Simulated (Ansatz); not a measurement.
# Ag6PtS2: a short molecular-dynamics run

What does Ag6PtS2 do over 30 steps of 1 fs at constant energy, with velocities drawn for 1200 K? The cell is a randomly packed cell of 9 atoms, taken as it stands, without a relaxation.

Method: DFT PBE, plane waves, PAW, scalar-relativistic, no spin polarisation, in Ansatz 0.2.0.

### 1 Starting point

The cell holds 9 atoms (Ag6PtS2): a = 5.547 Å, b = 6.062 Å, c = 6.126 Å, α = 78.22°, β = 83.89°, γ = 71.72°.

As a file:

```xyz
9
Lattice="5.5018 0.6511 0.2658 1.2196 5.9370 -0.1112 0.2099 1.3457 5.9726" Properties=species:S:1:pos:R:3 pbc="T T T"
Ag    3.0780    4.1353    2.8891
Ag    5.5533    0.9906    1.3654
Ag    5.9242    3.7132    2.3575
Ag    5.2774    6.2453    3.6724
S     2.2474    6.6084    3.4297
S     1.4039    2.8017    4.5588
Pt    1.7409    5.1729    5.5372
Ag    4.4069    4.1336    5.4935
Ag    4.1167    5.5321    0.5356
```

### 2 The run

Contents of input.yaml:

```yaml
crystal:
  lattice:
    - [5.501763, 0.651132, 0.26584]
    - [1.219558, 5.936959, -0.1112]
    - [0.209917, 1.345657, 5.97264]
  atoms:
    - { symbol: Ag, position: [0.421036, 0.542684, 0.475086] }
    - { symbol: Ag, position: [0.998896, 0.015492, 0.184443] }
    - { symbol: Ag, position: [0.965975, 0.437918, 0.359882] }
    - { symbol: Ag, position: [0.751519, 0.834217, 0.596951] }
    - { symbol: S, position: [0.173025, 0.961656, 0.584436] }
    - { symbol: S, position: [0.163745, 0.281416, 0.761232] }
    - { symbol: Pt, position: [0.137923, 0.64472, 0.932967] }
    - { symbol: Ag, position: [0.673896, 0.41889, 0.897585] }
    - { symbol: Ag, position: [0.556198, 0.852487, 0.080787] }
kpoints:
  mp_grid: { grid: [3, 3, 3] }
magnetization:
  spin_polarized: false
scf:
  occupations: { method: cold, width: 0.15 }
hamiltonian:
  pseudopotentials: { kind: paw }
  xc: pbe
basis:
  ecutwfc: 420
md:
  timestep: 1.0
  n_steps: 30
  ensemble: nve
  temperature: 1200.0
  initial_velocities: maxwell_boltzmann
  seed: 107943
```

Run with:

```
$ ansatz run input.yaml --threads 2 --pin off --max-ram 2560MiB --backend cpu --events-out ev --progress --plain --runs-dir out
```

Q: Predict the outcome of this session. Wanted: temperature, first and last step; temperature, second half; potential energy, second half; largest change of the total energy; mean square displacement, second half.

The runs gave:

| quantity | value |
| --- | --- |
| length | 30 steps of 1 fs |
| temperature, first and last step | 1200 and 1145 K |
| temperature, second half | mean 1198 K, from 1145 to 1223 K |
| potential energy, second half | +0 meV/atom from the start |
| largest change of the total energy | 0.01 meV/atom |
| mean square displacement, second half | S 0.039, Ag 0.013, Pt 0.010 Å² |

What this shows: The temperature starts at 1200 K and averages 1198 K in the second half, where it still falls, from 1223 to 1145 K. The total energy strays from its start by at most 0.01 meV/atom, under 0.1 % of the mean kinetic energy, so a step of 1 fs is short enough over this time. Over the second half S atoms stand 0.2 Å (root mean square) from where they began, and the farthest move is 0.3 Å. Averages from a run of 30 fs with 9 atoms are rough.
